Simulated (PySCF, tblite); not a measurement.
# C₃H₈OPSi₂ radical: geometry, infrared bands and EPR parameters

What infrared bands and EPR parameters should C₃H₈OPSi₂ radical (`[CH2]O[SiH2]C#C[SiH2]P`) show?

Programs: tblite 0.8.0 and PySCF 2.14.0, with density-fitted response routines of our own. Each step states its level of theory. These are calculated values for one molecule in the gas phase, unless marked as measured. Atoms are numbered from 0 throughout.

### 1 The molecule as given

15 atoms, charge 0, multiplicity 2; geometry from: force field or distance geometry start.

Bonds of the start (Å): C0–O1 1.39, O1–Si2 1.75, Si2–C3 1.81, C3–C4 1.21, C4–Si5 1.82, Si5–P6 2.22, C0–H7 1.11, C0–H8 1.11, Si2–H9 1.47, Si2–H10 1.46, Si5–H11 1.45, Si5–H12 1.47, P6–H13 1.44, P6–H14 1.46.

### 2 Geometry optimisation with GFN2-xTB

Job settings and geometry (Å):

```
{"job": {"kind": "relax", "xc": "GFN2-xTB", "basis": "xTB"}, "charge": 0, "multiplicity": 2}
C     -3.737500    -0.375700    -0.378600
O     -2.867300     0.521600    -0.992000
Si    -1.794700     1.184700     0.225500
C     -0.210600     0.317300     0.271100
C      0.850900    -0.265300     0.306900
Si     2.455800    -1.129700     0.353000
P      3.969900     0.221300    -0.536700
H     -3.519500    -0.519200     0.700100
H     -3.750100    -1.319500    -0.966600
H     -1.663600     2.598700    -0.144100
H     -2.432500     1.037700     1.535900
H      2.775200    -1.499600     1.719800
H      2.437400    -2.357500    -0.457900
H      3.592500     1.569500    -0.195900
H      3.889700     0.023500    -1.979500
```

Run with:

```console
OMP_NUM_THREADS=1 python probes_run.py task.json out
```

The driver reads the jobs from task.json and runs them one after another.

**Question.** This job is followed by: GFN2-xTB harmonic vibrations, gas phase; UKS B3LYP, pcH-1 on C H O P Si, non-relativistic, mean-field spin-orbit, GIAO. What will the session give for the following? strongest single infrared mode (GFN2-xTB); zero-point energy (GFN2-xTB); g(iso) (B3LYP); ⟨S²⟩; largest a(iso) (averaged by class); potential on the surface of density 0.002 e/bohr³, 1st and 99th percentile.

The runs gave:

```
                                                                  quantity                 value
                                 strongest single infrared mode (GFN2-xTB)  713 cm⁻¹, 475 km/mol
                                              zero-point energy (GFN2-xTB)         54.1 kcal/mol
                                                            g(iso) (B3LYP)               2.00316
                                                                      ⟨S²⟩    0.753 (exact 0.75)
                                        largest a(iso) (averaged by class)   13C on C0, 87.0 MHz
potential on the surface of density 0.002 e/bohr³, 1st and 99th percentile    -0.84 V and 1.33 V
```

Relaxing lowered the energy by 1.225 eV in 109 steps; the close pair that moved most is O1–Si2, from 1.753 to 1.633 Å. No mode is imaginary among the 39: a minimum at this level. The strongest single mode, at 713 cm⁻¹, is spread over several atoms, H13, H10, H12, H14 among them. Unscaled tight-binding wavenumbers are off by several per cent, some by more. Its intensities can rank the bands wrongly. Most of the unpaired spin sits on C0 (0.98 e). The isotropic g lies 0.8 ppt above the free-electron value. These values are for one conformer; the search (at its own cheap level) found 2 more, at 0.07, 0.25 kcal/mol, and measured spectra average over such forms.
